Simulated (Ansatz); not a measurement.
# CdF2: a single-point run

The task is a single-point run on CdF2. The structure is shown as the input types it.

Program: Ansatz 0.2.0. Level of theory: density functional or hybrid calculation with the settings of its input, plane waves (as first typed). These are calculated values, not measurements.

4 further runs of the same task are left out: 2 for a known fault of the program, 2 that didn't finish.

**1. Starting point**

Symmetry: Fm-3m, No. 225, cubic system. Conventional cell: a = 5.365 Å, b = 5.365 Å, c = 5.365 Å, α = 90.00°, β = 90.00°, γ = 90.00°. Around Cd (site symmetry m-3m) lie 8 F at 2.32 Å. Around F (site symmetry -43m) lie 4 Cd at 2.32 Å.

As a file:

```xyz
3
Lattice="0.0000 2.6826 2.6826 2.6826 0.0000 2.6826 2.6826 2.6826 0.0000" Properties=species:S:1:pos:R:3 pbc="T T T"
Cd    0.0000    0.0000    0.0000
F     1.3413    1.3413    1.3413
F     4.0239    4.0239    4.0239
```

**2. The run**

File input.yaml:

```yaml
crystal:
  lattice:
    - [0.0, 2.6825809941, 2.6825809941]
    - [2.6825809941, 0.0, 2.6825809941]
    - [2.6825809941, 2.6825809941, 0.0]
  atoms:
    - { symbol: Cd, position: [0.0, 0.0, 0.0] }
    - { symbol: F, position: [0.25, 0.25, 0.25] }
    - { symbol: F, position: [0.75, 0.75, 0.75] }
kpoints:
  mp_grid: { grid: [6, 6, 6] }
hamiltonian:
  xc: r2scan
scf:
  occupations: { method: fixed }
  n_extra_bands: 4
  convergence: { dr2_threshold: 1.0e-20 }
  max_iter: 52
output:
  forces: true
  stress: true
  eigenvalues: true
```

Command:

```bash
> ansatz run input.yaml --threads 4 --pin off --max-ram 3686MiB --backend cpu --events-out ev --progress --plain --runs-dir out
```

Q: Will this input give a usable result? If not, why, and what should change?

This run ends as converged. Convergence says nothing about whether the input makes sense.

Look at the input: scf.convergence.dr2_threshold is 1.0e-20. The risk: threshold needlessly tight. Once met, so tight a threshold does no harm; it costs cycles.

Run again and compare: delete scf.convergence.dr2_threshold (the default then holds).
